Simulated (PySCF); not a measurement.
# RbBr⁻: basis, grid and Hamiltonian

Aim: see how much the energy and properties of RbBr⁻ depend on the numerical set-up.

Method: each script names its method and basis; program: PySCF 2.14.0.

7 further runs of the same task are left out: 1 for a known fault of the program, 6 that didn't finish.

**1. Where the work starts**

RbBr⁻: 2 atoms, charge -1, spin multiplicity 2.

Bond lengths: Rb1–Br2 2.741 Å.

**2. The run that the others are compared with**

Contents of input.py:

```python
from pyscf import gto, dft

mol = gto.M(
    atom='Rb 0 0 0; Br 0 0 2.741',
    basis='sbkjc',
    ecp={'Rb': 'sbkjc', 'Br': 'sbkjc'},
    charge=-1,
    spin=1,
    verbose=3,
)
mf = dft.UKS(mol, xc='lda,vwn')
mf.kernel()
mf.stability(internal=True, external=True)
mf.dip_moment()
print('orbital energies (hartree):', [e[max(0, n-3):n+3].round(4) for e, n in zip(mf.mo_energy, mol.nelec)])
```

Run with:

```bash
> python input.py
```

Its log is not repeated here.

Base result: E(SCF) = -13.578748 Eh, ⟨S²⟩ = 0.750, internal stable; real -> complex stable; UHF/UKS -> GHF/GKS unstable.

The bond length is a typed value, not an optimised one. The dipole of an ion depends on the origin.

**3. Cartesian functions on**

Run 1 changes Cartesian functions: off → on.

Contents of input.py:

```python
from pyscf import gto, dft

mol = gto.M(
    atom='Rb 0 0 0; Br 0 0 2.741',
    basis='sbkjc',
    ecp={'Rb': 'sbkjc', 'Br': 'sbkjc'},
    charge=-1,
    spin=1,
    cart=True,
    verbose=3,
)
mf = dft.UKS(mol, xc='lda,vwn')
mf.kernel()
mf.stability(internal=True, external=True)
mf.dip_moment()
print('orbital energies (hartree):', [e[max(0, n-3):n+3].round(4) for e, n in zip(mf.mo_energy, mol.nelec)])
```

Run with:

```bash
> python input.py
```

**4. Ano-rcc-vdzp (core potential off, X2C on)**

Run 2 changes basis set: sbkjc → ano-rcc-vdzp; core potential: on → off; spin-free X2C: off → on. The core potential changes with it: totals don't compare.

input.py: that of step 2 with these lines changed.

```diff
@@ -4,4 +4,3 @@
     atom='Rb 0 0 0; Br 0 0 2.741',
-    basis='sbkjc',
-    ecp={'Rb': 'sbkjc', 'Br': 'sbkjc'},
+    basis='ano-rcc-vdzp',
     charge=-1,
@@ -11,2 +10,3 @@
 mf = dft.UKS(mol, xc='lda,vwn')
+mf = mf.sfx2c1e()
 mf.kernel()
```

**5. Integration grid 4**

Run 3 changes integration grid: default → 4.

input.py: that of step 2 with these lines changed.

```diff
@@ -11,2 +11,3 @@
 mf = dft.UKS(mol, xc='lda,vwn')
+mf.grids.level = 4
 mf.kernel()
```

**6. Lanl2dz**

Run 4 changes basis set: sbkjc → lanl2dz. The core potential changes with it: totals don't compare.

input.py: that of step 2 with these lines changed.

```diff
@@ -4,4 +4,4 @@
     atom='Rb 0 0 0; Br 0 0 2.741',
-    basis='sbkjc',
-    ecp={'Rb': 'sbkjc', 'Br': 'sbkjc'},
+    basis='lanl2dz',
+    ecp={'Rb': 'lanl2dz', 'Br': 'lanl2dz'},
     charge=-1,
```

**7. Integration grid (20, 50)**

Run 5 changes integration grid: default → (20, 50).

input.py: that of step 2 with these lines changed.

```diff
@@ -11,2 +11,3 @@
 mf = dft.UKS(mol, xc='lda,vwn')
+mf.grids.atom_grid = (20, 50)
 mf.kernel()
```

**Question.** What will these runs give? Wanted: for each run, E(SCF); from base; gap, α spin; after the SCF.

**Answer**, as computed:

```csv
run,E(SCF) (hartree),from base (eV),"gap, α spin (eV)",functions,after the SCF
base,-13.578748,0,n/a,16,unstable: UHF/UKS -> GHF/GKS
Cartesian functions on,-13.578748,0.0000,n/a,n/a,unstable: UHF/UKS -> GHF/GKS
"ano-rcc-vdzp (core potential off, X2C on)",-5579.578346,not comparable,1.06,58,unstable: UHF/UKS -> GHF/GKS
integration grid 4,-13.578751,-0.0001,n/a,16,unstable: UHF/UKS -> GHF/GKS
lanl2dz,-36.962689,not comparable,n/a,20,unstable: UHF/UKS -> GHF/GKS
"integration grid (20, 50) (poor choice)",-13.582839,-0.1113,n/a,16,unstable: UHF/UKS -> GHF/GKS
```

No change of the SCF energy comes from Cartesian functions on. Of the runs whose energies can be compared, “integration grid (20, 50)” moves the SCF energy most (-0.111 eV). The dearest run is “ano-rcc-vdzp (core potential off, X2C on)”, at 18 s against 2.8 s. Rows marked «poor choice» come from settings spoiled on purpose.
